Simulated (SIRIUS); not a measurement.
# ZrSnS4 (P4/mmm) in SIRIUS: reference runs

Aim: a first look at ZrSnS4 with PBE, on the cell as given.

Program: SIRIUS 7.10.0. These are calculated values, not measurements. Logs are shortened: lines on timing, memory, paths and dates and some standing lists are left out, and cuts for length are marked. The log counts tension as positive stress, the text compression.

## (1) Starting point

It takes space group P4/mmm (No. 123, tetragonal). Conventional cell: a = 4.510 Å, b = 4.510 Å, c = 6.338 Å, α = 90.00°, β = 90.00°, γ = 90.00°. Around Zr (site symmetry 4/mmm) lie 8 S at 2.70 Å. Sn (site symmetry 4/mmm) is surrounded by 8 S at 2.82 Å. S (site symmetry 2mm) has 2 Zr at 2.70 Å and 2 Sn at 2.82 Å and 1 S at 2.95 Å as nearest neighbours.

The cell was built by a generator and needn't be a form met in nature.

## (2) Single point, PBE

Contents of sirius.json:

```json
{
  "control": {
    "processing_unit": "cpu",
    "verbosity": 2,
    "num_bands_to_print": 35,
    "print_forces": true,
    "print_stress": true
  },
  "parameters": {
    "electronic_structure_method": "pseudopotential",
    "xc_functionals": ["XC_GGA_X_PBE", "XC_GGA_C_PBE"],
    "gk_cutoff": 8.5,
    "pw_cutoff": 17.0,
    "ngridk": [6, 6, 4],
    "shiftk": [0, 0, 0],
    "smearing": "fermi_dirac",
    "smearing_width": 0.0018374661,
    "num_bands": 35,
    "num_mag_dims": 0,
    "num_dft_iter": 100,
    "energy_tol": 1e-08,
    "density_tol": 1e-06
  },
  "iterative_solver": {
    "type": "davidson",
    "min_tolerance": 1e-09,
    "tolerance_scale": [0.1, 0.25]
  },
  "mixer": {
    "type": "anderson",
    "beta": 0.7,
    "max_history": 8
  },
  "settings": {
    "tol_ne": 1e-10,
    "pseudo_grid_cutoff": 6.5
  },
  "unit_cell": {
    "lattice_vectors": [
      [1.0, 0.0, 0.0],
      [0.0, 1.0, 0.0],
      [0.0, 0.0, 1.405116221322]
    ],
    "lattice_vectors_scale": 8.5233451235,
    "atom_coordinate_units": "lattice",
    "atom_types": ["Zr", "Sn", "S"],
    "atom_files": {
      "Zr": "Zr.json",
      "Sn": "Sn.json",
      "S": "S.json"
    },
    "atoms": {
      "Zr": [
        [0.5, 0.5, 0.5]
      ],
      "Sn": [
        [0.0, 0.0, 0.0]
      ],
      "S": [
        [0.5, 0.0, 0.26691],
        [0.0, 0.5, 0.73309],
        [0.5, 0.0, 0.73309],
        [0.0, 0.5, 0.26691]
      ]
    }
  }
}
```

Potentials or basis: PseudoDojo 0.4.1 PBE standard (scalar relativistic).

Started as:

```sh
> upf_to_json Zr.upf
> upf_to_json Sn.upf
> upf_to_json S.upf
> OMP_NUM_THREADS=1 sirius.scf --input=sirius.json --output=out.json --task=0
```

The log of the run:

```text
[info] SIRIUS version : 7.10.0
[info] number of MPI ranks           : 1
[info] MPI grid                      : 1 1
[info] maximum number of OMP threads : 1
[fft] FFT context for density and potential
[fft] =====================================
[fft]   comm size                             : 1
[fft]   plane wave cutoff                     : 17
[fft]   grid size                             : 50 50 72   total : 180000
[fft]   grid limits                           : -24 25   -24 25   -35 36
[fft]   number of G-vectors within the cutoff : 36047
[fft]   local number of G-vectors             : 36047
[fft]   number of G-shells                    : 5134
[fft] FFT context for coarse grid
[fft] =====================================
[fft]   comm size                             : 1
[fft]   plane wave cutoff                     : 17
[fft]   grid size                             : 50 50 72   total : 180000
[fft]   grid limits                           : -24 25   -24 25   -35 36
[fft]   number of G-vectors within the cutoff : 36047
[fft]   local number of G-vectors             : 36047
[fft]   number of G-shells                    : 5134
[unit cell] lattice vectors
[unit cell]   a1 :       8.5233451235      0.0000000000      0.0000000000
[unit cell]   a2 :       0.0000000000      8.5233451235      0.0000000000
[unit cell]   a3 :       0.0000000000      0.0000000000     11.9762904930
[unit cell] reciprocal lattice vectors
[unit cell]   b1 :       0.7371736350      0.0000000000      0.0000000000
[unit cell]   b2 :       0.0000000000      0.7371736350      0.0000000000
[unit cell]   b3 :       0.0000000000      0.0000000000      0.5246353461
[unit cell] unit cell volume :       870.04651080 [a.u.^3]
[unit cell] 1/sqrt(omega)    :         0.03390227
[unit cell] MT volume        :         0.00000000 ( 0.00%)
[unit cell] IT volume        :       870.04651080 (100.00%)
[unit cell] number of atom types : 3
[unit cell] type id : 0 symbol : Zr mt_radius :  16.210000 num_atoms : 1
[unit cell] type id : 1 symbol : Sn mt_radius :  16.270000 num_atoms : 1
[unit cell] type id : 2 symbol :  S mt_radius :  11.450000 num_atoms : 4
[unit cell] total number of atoms : 6
[unit cell] number of symmetry classes : 3
[unit cell] number of PAW atoms : 0
[unit cell] atom id  type id  class id             position                      vector_field
[unit cell] ------------------------------------------------------------------------------------------
[unit cell]      0        0        0      0.50000   0.50000   0.50000      0.00000   0.00000   0.00000
[unit cell]      1        1        1      0.00000   0.00000   0.00000      0.00000   0.00000   0.00000
[unit cell]      2        2        2      0.50000   0.00000   0.26691      0.00000   0.00000   0.00000
[unit cell]      3        2        2      0.00000   0.50000   0.73309      0.00000   0.00000   0.00000
[unit cell]      4        2        2      0.50000   0.00000   0.73309      0.00000   0.00000   0.00000
[unit cell]      5        2        2      0.00000   0.50000   0.26691      0.00000   0.00000   0.00000
[unit cell] atom id         position (Cartesian, a.u.)
[unit cell] ---------------------------------------------
[unit cell]      0       4.261673    4.261673    5.988145
[unit cell]      1       0.000000    0.000000    0.000000
[unit cell]      2       4.261673    0.000000    3.196592
[unit cell]      3       0.000000    4.261673    8.779699
[unit cell]      4       4.261673    0.000000    8.779699
[unit cell]      5       0.000000    4.261673    3.196592
[... 342 lines left out ...]
[diagonalize] ik:   28   -1.509100   -0.701480   -0.700602   -0.700296   -0.476604   -0.476499   -0.476074   -0.476032   -0.475718   -0.142551   -0.141635   -0.139781   -0.138178    0.032491    0.112308    0.132538    0.156197    0.193514    0.199701    0.204136    0.210424    0.245054    0.289120    0.301106    0.302540    0.320027    0.356177    0.365589    0.416558    0.426499    0.466993    0.507219    0.519083    0.529298    0.536079
[diagonalize] ik:   29   -1.509094   -0.701430   -0.700588   -0.700588   -0.476598   -0.476598   -0.476094   -0.475918   -0.475703   -0.139000   -0.139000   -0.137675   -0.137675    0.020119    0.099942    0.120332    0.155126    0.197474    0.197474    0.213324    0.213324    0.240430    0.305487    0.318520    0.318872    0.327606    0.348291    0.358864    0.409940    0.409940    0.475559    0.512763    0.519142    0.519142    0.536952
[find] Charges and magnetic moments
[find] --------------------------------------------------------------------------------
[find] total charge          : 50.000000
[find] Energy
[find] --------------------------------------------------------------------------------
[find] valence_eval_sum               :      -8.35909888
[find] <rho|V^{XC}>                   :     -32.98756220
[find] <rho|E^{XC}>                   :     -44.74085530
[find] <mag|B^{XC}>                   :       0.00000000
[find] <rho|V^{H}>                    :      68.31960195
[find] one-electron contribution      :     -43.69113863 (Ha),     -87.38227727 (Ry)
[find] hartree contribution           :      34.15980098
[find] xc contribution                :     -44.74085530
[find] ewald contribution             :    -119.44322873
[find] PAW contribution               :       0.00000000
[find] smearing (-TS)                 :      -0.00098124
[find] SCF correction                 :       0.00000021
[find] Total energy                   :    -173.71542148 (Ha),    -347.43084297 (Ry)
[find] Free energy (E-TS)             :    -173.71640273 (Ha),    -347.43280545 (Ry)
[find] band gap (eV)                  :       0.00000000
[find] Efermi                         :       0.30901856
[find] iteration : 11, RMS : 1.980045386636e-07, energy difference : -9.813732049224e-10
[find] Hartree energy of density residual : 6.349665373028e-11
[find] bands are converged : true
[find] iterative solver converged : true
[find] converged after 12 SCF iterations!
[find] Charges and magnetic moments
[find] --------------------------------------------------------------------------------
[find] total charge          : 50.000000
[find] Energy
[find] --------------------------------------------------------------------------------
[find] valence_eval_sum               :      -8.35909888
[find] <rho|V^{XC}>                   :     -32.98756220
[find] <rho|E^{XC}>                   :     -44.74085530
[find] <mag|B^{XC}>                   :       0.00000000
[find] <rho|V^{H}>                    :      68.31960195
[find] one-electron contribution      :     -43.69113863 (Ha),     -87.38227727 (Ry)
[find] hartree contribution           :      34.15980098
[find] xc contribution                :     -44.74085530
[find] ewald contribution             :    -119.44322873
[find] PAW contribution               :       0.00000000
[find] smearing (-TS)                 :      -0.00098124
[find] SCF correction                 :       0.00000021
[find] Total energy                   :    -173.71542148 (Ha),    -347.43084297 (Ry)
[find] Free energy (E-TS)             :    -173.71640273 (Ha),    -347.43280545 (Ry)
[find] band gap (eV)                  :       0.00000000
[find] Efermi                         :       0.30901856
[ground_state] === stress tensor components [kbar] ===
[ground_state] === stress_kin ===
[ground_state] -17346.330603    0.000000    0.000000
[ground_state]     0.000000-17346.330603    0.000000
[ground_state]     0.000000    0.000000-17290.797438
[ground_state] === stress_har ===
[ground_state] -3841.349189    0.000000    0.000000
[ground_state]     0.000000-3841.349189   -0.000000
[ground_state]     0.000000   -0.000000-3868.591104
[ground_state] === stress_ewald ===
[ground_state] 13464.352518    0.000000    0.000000
[ground_state]     0.00000013464.352518   -0.000000
[ground_state]     0.000000   -0.00000013461.556981
[ground_state] === stress_vloc ===
[ground_state]  3362.286183    0.000000   -0.000000
[ground_state]     0.000000 3362.286183   -0.000000
[ground_state]    -0.000000   -0.000000 3319.120397
[ground_state] === stress_xc ===
[ground_state] -3820.243892    0.000000    0.000000
[ground_state]     0.000000-3820.243892    0.000000
[ground_state]     0.000000    0.000000-3819.644126
[ground_state] === stress_core ===
[ground_state]  7370.587271    0.000000    0.000000
[ground_state]     0.000000 7370.587271    0.000000
[ground_state]     0.000000    0.000000 7368.777415
[ground_state] === stress_nonloc ===
[ground_state]   809.578742    0.000000   -0.000000
[ground_state]     0.000000  809.578742    0.000000
[ground_state]    -0.000000    0.000000  828.712929
[ground_state] === stress_us_nl ===
[ground_state]   809.578742    0.000000   -0.000000
[ground_state]     0.000000  809.578742    0.000000
[ground_state]    -0.000000    0.000000  828.712929
[ground_state] === stress_total ===
[ground_state]    -1.118971    0.000000   -0.000000
[ground_state]     0.000000   -1.118971    0.000000
[ground_state]    -0.000000    0.000000   -0.864946
[ground_state] ==== total Forces in Ha/bohr =====
[ground_state] atom:    0, force:       0.0000000      0.0000000      0.0000000
[ground_state] atom:    1, force:       0.0000000      0.0000000      0.0000000
[ground_state] atom:    2, force:      -0.0000000     -0.0000000     -0.0006895
[ground_state] atom:    3, force:      -0.0000000     -0.0000000      0.0006895
[ground_state] atom:    4, force:      -0.0000000      0.0000000      0.0006895
[ground_state] atom:    5, force:      -0.0000000      0.0000000     -0.0006895
[ground_state] ==== ultrasoft contribution from Qij =====
[ground_state] atom:    0, force:       0.0000000      0.0000000      0.0000000
[ground_state] atom:    1, force:       0.0000000      0.0000000      0.0000000
[ground_state] atom:    2, force:       0.0000000      0.0000000      0.0000000
[ground_state] atom:    3, force:       0.0000000      0.0000000      0.0000000
[ground_state] atom:    4, force:       0.0000000      0.0000000      0.0000000
[ground_state] atom:    5, force:       0.0000000      0.0000000      0.0000000
[ground_state] ==== non-local contribution from Beta-projector =====
[ground_state] atom:    0, force:       0.0000000      0.0000000      0.0000000
[ground_state] atom:    1, force:       0.0000000      0.0000000      0.0000000
[ground_state] atom:    2, force:      -0.0000000     -0.0000000      0.0145613
[ground_state] atom:    3, force:      -0.0000000     -0.0000000     -0.0145613
[ground_state] atom:    4, force:      -0.0000000      0.0000000     -0.0145613
[ground_state] atom:    5, force:      -0.0000000      0.0000000      0.0145613
[ground_state] ==== contribution from local potential =====
[ground_state] atom:    0, force:       0.0000000      0.0000000      0.0000000
[ground_state] atom:    1, force:       0.0000000      0.0000000      0.0000000
[ground_state] atom:    2, force:      -0.0000000     -0.0000000      0.2162205
[ground_state] atom:    3, force:      -0.0000000     -0.0000000     -0.2162205
[ground_state] atom:    4, force:       0.0000000      0.0000000     -0.2162205
[ground_state] atom:    5, force:       0.0000000     -0.0000000      0.2162205
[ground_state] ==== contribution from core density =====
[ground_state] atom:    0, force:       0.0000000      0.0000000      0.0000000
[ground_state] atom:    1, force:       0.0000000      0.0000000      0.0000000
[ground_state] atom:    2, force:       0.0000000      0.0000000     -0.0004051
[ground_state] atom:    3, force:       0.0000000     -0.0000000      0.0004051
[ground_state] atom:    4, force:       0.0000000     -0.0000000      0.0004051
[ground_state] atom:    5, force:      -0.0000000      0.0000000     -0.0004051
[ground_state] ==== Ewald forces from ions =====
[ground_state] atom:    0, force:       0.0000000      0.0000000      0.0000000
[ground_state] atom:    1, force:       0.0000000      0.0000000      0.0000000
[ground_state] atom:    2, force:      -0.0000000     -0.0000000     -0.2310605
[ground_state] atom:    3, force:       0.0000000      0.0000000      0.2310605
[ground_state] atom:    4, force:       0.0000000     -0.0000000      0.2310605
[ground_state] atom:    5, force:      -0.0000000      0.0000000     -0.2310605
[~DFT_ground_state] local op. applied: 33250
[~DFT_ground_state] evp. work count: 3963.79
[~DFT_ground_state] number of iterative solver steps: 1720
```

Wall time 6 min (1 thread of Arm Neoverse V1, shared host); peak memory 1.2 GiB.

What came out:

```yaml
Free_energy: -4727.0641 eV
Pressure: 0.1 GPa
Largest_force: 0.035 eV/Å
Band_gap_on_the_k_mesh: none (metal or under the smearing width)
```

Forces on the atoms (eV/Å):
```
Zr   0.000  0.000  0.000
Sn   0.000  0.000  0.000
S    0.000  0.000 -0.035
S    0.000  0.000  0.035
S    0.000  0.000  0.035
S    0.000  0.000 -0.035
```
